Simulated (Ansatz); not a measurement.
# CH5AlOSi: up Jacob's ladder to CCSD(T)

The task here is to estimate one member of a computed series from the others.

Computed with Ansatz 0.2.0, Gaussian basis. Level: functionals in def2-TZVPP, the program's frozen cores in correlated methods.

Plan: LDA (SPW92), PBE-D4, revPBE-D4, BLYP-D4, r2SCAN-D4, B97M-V, PBE0-D4, B3LYP-D4, r2SCANh-D4, r2SCAN0-D4, HSE06-D4, BHLYP-D4, CAM-B3LYP-D4, LC-ωPBE, ωB97X-V, ωB97M-V, B2PLYP, PBE-QIDH; CCSD(T)/def2-SVP; CCSD(T)/def2-TZVPP; MP2/def2-QZVPP; extrapolation to the limit; RPA on PBE.

1 further run of the same task is left out (it didn't finish).

### The relaxed structure

An earlier PBE0-D4 in a triple-zeta def2 set relaxation fixed the geometry.

SMILES `O[SiH]1[CH2][AlH]1`, 9 atoms, charge 0, spin multiplicity 1.

Atoms are counted from 1 here; the program's logs count them from 0.

Bond lengths: O1–Si2 1.653 Å, O1–H5 0.958 Å, Si2–C3 1.873 Å, Si2–Al4 2.332 Å, Si2–H6 1.493 Å, C3–Al4 1.971 Å, C3–H7 1.088 Å, C3–H8 1.106 Å, Al4–H9 1.585 Å. Angles: Si2–O1–H5 117.0°, O1–Si2–C3 117.2°, O1–Si2–Al4 134.1°, O1–Si2–H6 110.9°, C3–Si2–Al4 54.6°, C3–Si2–H6 110.3°, Al4–Si2–H6 113.8°, Si2–C3–Al4 74.7°, Si2–C3–H7 123.8°, Si2–C3–H8 109.5°, Al4–C3–H7 137.5°, Al4–C3–H8 97.0°, H7–C3–H8 108.8°, Si2–Al4–C3 50.7°, Si2–Al4–H9 171.6°, C3–Al4–H9 137.6°.

The first run:

The input, in.yaml:

```yaml
crystal:
  periodic: [false, false, false]
  atoms:
    - {symbol: O, position_ang: [-0.295680, 0.694420, -2.040651]}
    - {symbol: Si, position_ang: [0.085057, 0.739541, -0.432910]}
    - {symbol: C, position_ang: [0.687407, -0.851047, 0.350464]}
    - {symbol: Al, position_ang: [-0.816351, -0.252362, 1.475525]}
    - {symbol: H, position_ang: [-0.927785, 1.341757, -2.356924]}
    - {symbol: H, position_ang: [1.036194, 1.852269, -0.141540]}
    - {symbol: H, position_ang: [1.738241, -1.101584, 0.482706]}
    - {symbol: H, position_ang: [0.171301, -1.710704, -0.117146]}
    - {symbol: H, position_ang: [-1.589885, -0.758688, 2.763476]}
basis:
  gaussian: {orbitals: def2-TZVPP}
hamiltonian: {xc: lda}
output: {orbitals: {seedname: orbitals}}
```

Steps of the session up to this table: LDA; PBE-D4 (GGA); revPBE-D4 (GGA); BLYP-D4 (GGA); r2SCAN-D4 (meta-GGA); B97M-V (meta-GGA); PBE0-D4 (hybrid); B3LYP-D4 (hybrid); r2SCANh-D4 (hybrid); r2SCAN0-D4 (hybrid); HSE06-D4 (hybrid); BHLYP-D4 (hybrid); CAM-B3LYP-D4 (range-separated); LC-ωPBE (range-separated); ωB97X-V (range-separated); ωB97M-V (range-separated); B2PLYP (double hybrid); PBE-QIDH (double hybrid).

One table of the session follows, with a row left open; its other results are not shown here.

It belongs to the step «Frontier levels by functional». 

```
  functional  HOMO (eV)  LUMO (eV)  gap (eV)
 LDA (SPW92)      -5.01      -2.75      2.26
      PBE-D4      -4.91      -2.53      2.38
   revPBE-D4      -4.87      -2.43      2.43
     BLYP-D4      -4.78      -2.38      2.40
   r2SCAN-D4      -5.09      -2.28      2.80
      B97M-V      -5.12      -2.41      2.70
     PBE0-D4      -5.89      -1.77      4.12
    B3LYP-D4      -5.72      -1.94      3.78
  r2SCANh-D4      -5.45      -2.02      3.43
  r2SCAN0-D4      -6.00      -1.63      4.37
    HSE06-D4      -5.50      -2.14      3.36
    BHLYP-D4          ?          ?         ?
CAM-B3LYP-D4      -7.10      -0.78      6.32
     LC-ωPBE      -8.31       0.26      8.58
     ωB97X-V      -8.03       0.17      8.20
     ωB97M-V      -7.83      -0.09      7.74
```

Q: Estimate the row for BHLYP-D4 from the others.

Worked estimate for «HOMO (eV)». Against the share of exact exchange, BLYP-D4 (0, -4.78), B3LYP-D4 (0.2, -5.72) give a slope of -4.70 per unit share; at 0.5 the line stands at -7.13.

As computed: HOMO (eV): -6.77; LUMO (eV): -0.94; gap (eV): 5.83. In «HOMO (eV)» the line misses by -0.36.
